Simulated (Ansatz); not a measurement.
GaGe3:

```
Ge Ga
1.0
     4.27847    0.00000    0.00000
     0.00000    4.27847    0.00000
     0.00000    0.00000    4.27847
Ge Ga
3 1
Cartesian
  2.1392 2.1392 0.0000
  2.1392 0.0000 2.1392
  0.0000 2.1392 2.1392
  0.0000 0.0000 0.0000
```

The cell comes from a database or a generator and needn't be the stable form of this composition.

```yaml
Program: Ansatz 0.2.0
Task: relaxation of cell and atoms
Functional: HSE06
Potentials_or_basis: Ansatz PAW
Cutoff: "420 eV (not typed: the program's choice for these potentials)"
k_mesh: 4 × 4 × 4
Occupations: fermi-dirac, width 0.05 eV
Spin: no spin polarisation
```

At the start: volume 19.58 Å³/atom.

Where does the relaxation end?

It ends after 5 steps and the volume is 18.78 Å³/atom (-4.1 %); space group Pm-3m (No. 221, to 0.05 Å).

Step by step:
| step | energy change (eV) | largest force (eV/Å) | volume (Å³) |
| --- | --- | --- | --- |
| 1 | 0.0000 | 0.0000 | 78.32 |
| 2 | -0.0231 | 0.0000 | 73.63 |
| 3 | -0.0290 | 0.0000 | 75.21 |
| 4 | -0.0290 | 0.0000 | 75.10 |
| 5 | -0.0280 | 0.0000 | 75.10 |

Final structure:
```
Ge Ga
1.0
     4.21908    0.00000    0.00000
     0.00000    4.21908    0.00000
     0.00000    0.00000    4.21908
Ge Ga
3 1
Direct
  0.50000 0.50000 0.00000
  0.50000 0.00000 0.50000
  0.00000 0.50000 0.50000
  0.00000 0.00000 0.00000
```

Caveat: the k mesh is coarse (spacing up to 0.37 Å⁻¹), so the values aren't converged, least of all with exact exchange; the plane-wave basis is chosen anew once the cell has moved, so the energies of steps on either side of that aren't comparable; the PAW data sets come from PBE, with cores solved anew for the run's functional, which leaves a small shift of forces and pressure.
